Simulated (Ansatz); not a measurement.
# AlClF2H4Si: the cost of one run

The runs use Ansatz 0.2.0, Gaussian basis; PBE0-D4/def2-SVP.

22 further runs of the same task are left out: 22 set aside as unsound or not needed.

### Step 1. Where the work starts

The first end: 9 atoms, charge 0, spin multiplicity 1.

Atoms are counted from 1 here; the program's logs count them from 0.

Bond lengths: Al1–Cl2 2.137 Å, Al1–F3 1.652 Å, Al1–F4 1.652 Å, Al1–Si6 2.556 Å, H5–H7 0.803 Å, Si6–H8 1.491 Å, Si6–H9 1.491 Å. Angles: Cl2–Al1–F3 115.2°, Cl2–Al1–F4 115.3°, Cl2–Al1–Si6 96.4°, F3–Al1–F4 117.7°, F3–Al1–Si6 104.0°, F4–Al1–Si6 104.1°, Al1–Si6–H8 127.9°, Al1–Si6–H9 127.7°, H8–Si6–H9 104.3°.

As a file:

| atom | x (Å) | y (Å) | z (Å) |
| --- | --- | --- | --- |
| Al1 | -0.53181 | -1.50007 | -0.11087 |
| Cl2 | -1.32532 | -0.69019 | -1.92258 |
| F3 | 0.72310 | -2.55697 | -0.30286 |
| F4 | -1.64715 | -1.83623 | 1.06020 |
| H5 | -0.08808 | 1.24131 | -0.87789 |
| Si6 | 0.58709 | 0.65147 | 0.69532 |
| H7 | 0.27835 | 1.90024 | -0.60093 |
| H8 | 1.99902 | 1.08284 | 0.48785 |
| H9 | 0.00479 | 1.70760 | 1.57165 |

The second end:

```
Al   -0.2455   -1.2485    0.2493
Cl   -1.3065   -0.5629   -2.0325
F     0.7049   -2.4485   -0.3669
F    -1.6619   -1.7124    0.9576
H    -0.8788    0.6463   -1.9165
Si    0.7032    0.9455    0.7325
H     0.3389    1.8593   -0.4020
H     2.1886    0.9494    0.8123
H     0.1570    1.5719    1.9662
```

### Step 2. The band at PBE0-D4/def2-SVP

neb/in.yaml

```yaml
crystal:
  periodic: [false, false, false]
  atoms:
    - {symbol: Al, position_ang: [-0.531810, -1.500069, -0.110867]}
    - {symbol: Cl, position_ang: [-1.325321, -0.690186, -1.922579]}
    - {symbol: F, position_ang: [0.723104, -2.556971, -0.302859]}
    - {symbol: F, position_ang: [-1.647145, -1.836234, 1.060204]}
    - {symbol: H, position_ang: [-0.088081, 1.241312, -0.877886]}
    - {symbol: Si, position_ang: [0.587089, 0.651474, 0.695316]}
    - {symbol: H, position_ang: [0.278347, 1.900239, -0.600926]}
    - {symbol: H, position_ang: [1.999023, 1.082838, 0.487847]}
    - {symbol: H, position_ang: [0.004793, 1.707599, 1.571650]}
basis:
  gaussian: {orbitals: def2-SVP}
hamiltonian: {xc: pbe0, dispersion: d4}
neb:
  images: 5
  climbing: true
  max_iterations: 40
  initial_path: idpp
  final_atoms:
    - {symbol: Al, position_ang: [-0.245506, -1.248489, 0.249270]}
    - {symbol: Cl, position_ang: [-1.306470, -0.562904, -2.032503]}
    - {symbol: F, position_ang: [0.704929, -2.448457, -0.366909]}
    - {symbol: F, position_ang: [-1.661866, -1.712408, 0.957556]}
    - {symbol: H, position_ang: [-0.878818, 0.646314, -1.916531]}
    - {symbol: Si, position_ang: [0.703231, 0.945464, 0.732509]}
    - {symbol: H, position_ang: [0.338926, 1.859268, -0.402035]}
    - {symbol: H, position_ang: [2.188555, 0.949360, 0.812345]}
    - {symbol: H, position_ang: [0.157019, 1.571851, 1.966197]}
```

On the command line:

```
ansatz run in.yaml --threads 4 --pin off --events-out ev --progress --plain --max-ram 9574MiB
```

**Question.** How long does this run take on 4 threads of Intel Xeon 6975P-C, shared host?

About 54 s.
